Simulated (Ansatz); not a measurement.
**C₂Cl₃F₃: small, medium and large basis sets**

The task here is to estimate one member of a computed series from the others.

The runs use Ansatz 0.2.0, Gaussian basis; one geometry, several basis sets.

Plan: PBE0-D4/def2-SVP; ωB97M-V/def2-SVP; PBE0-D4/def2-QZVPP; ωB97M-V/def2-QZVPP; the functionals' def2-TZVPP values are taken from earlier runs.

## The geometry

The geometry comes from an earlier relaxation with PBE0-D4 in a triple-zeta def2 set; it is a stationary point, not always the lowest conformer.

SMILES `FC(F)(F)C(Cl)(Cl)Cl`, 8 atoms, charge 0, spin multiplicity 1.

Atoms are counted from 1 here; the program's logs count them from 0.

Bond lengths: F1–C2 1.326 Å, C2–F3 1.326 Å, C2–F4 1.326 Å, C2–C5 1.557 Å, C5–Cl6 1.759 Å, C5–Cl7 1.759 Å, C5–Cl8 1.759 Å. Angles: F1–C2–F3 108.6°, F1–C2–F4 108.6°, F1–C2–C5 110.3°, F3–C2–F4 108.6°, F3–C2–C5 110.3°, F4–C2–C5 110.3°, C2–C5–Cl6 108.5°, C2–C5–Cl7 108.5°, C2–C5–Cl8 108.5°, Cl6–C5–Cl7 110.4°, Cl6–C5–Cl8 110.4°, Cl7–C5–Cl8 110.4°.

The first run:

in.yaml

```yaml
crystal:
  periodic: [false, false, false]
  atoms:
    - {symbol: F, position_ang: [0.586509, -1.690322, -0.100818]}
    - {symbol: C, position_ang: [0.251372, -0.509665, -0.601935]}
    - {symbol: F, position_ang: [-0.726851, -0.685312, -1.479207]}
    - {symbol: F, position_ang: [1.301439, -0.006022, -1.235246]}
    - {symbol: C, position_ang: [-0.206981, 0.450630, 0.534973]}
    - {symbol: Cl, position_ang: [-0.638804, 1.997362, -0.181701]}
    - {symbol: Cl, position_ang: [1.123452, 0.648844, 1.667728]}
    - {symbol: Cl, position_ang: [-1.598036, -0.262614, 1.340408]}
basis:
  gaussian: {orbitals: def2-SVP}
hamiltonian: {xc: pbe0, dispersion: d4}
output: {orbitals: {seedname: orbitals}}
```

Command:

```
$ ansatz run in.yaml --threads 2 --pin off --events-out ev --progress --plain --max-ram 22528MiB --backend cpu
```

Steps of the session up to this table: PBE0-D4 in def2-SVP; ωB97M-V in def2-SVP; PBE0-D4 in def2-QZVPP; ωB97M-V in def2-QZVPP.

One of the session's tables, all rows but one given; the rest of the session is left out.

It belongs to the step «Functionals by basis». 

```
functional       basis  HOMO (eV)
   PBE0-D4    def2-SVP      -9.08
   PBE0-D4  def2-TZVPP      -9.20
   PBE0-D4  def2-QZVPP      -9.23
   ωB97M-V    def2-SVP     -11.30
   ωB97M-V  def2-TZVPP          ?
   ωB97M-V  def2-QZVPP     -11.51
```

**Question.** Estimate the row for ωB97M-V, def2-TZVPP.

**Answer.** HOMO (eV): -11.47. In the column «HOMO (eV)» it lies between ωB97M-V, def2-QZVPP (-11.51) and ωB97M-V, def2-SVP (-11.30).
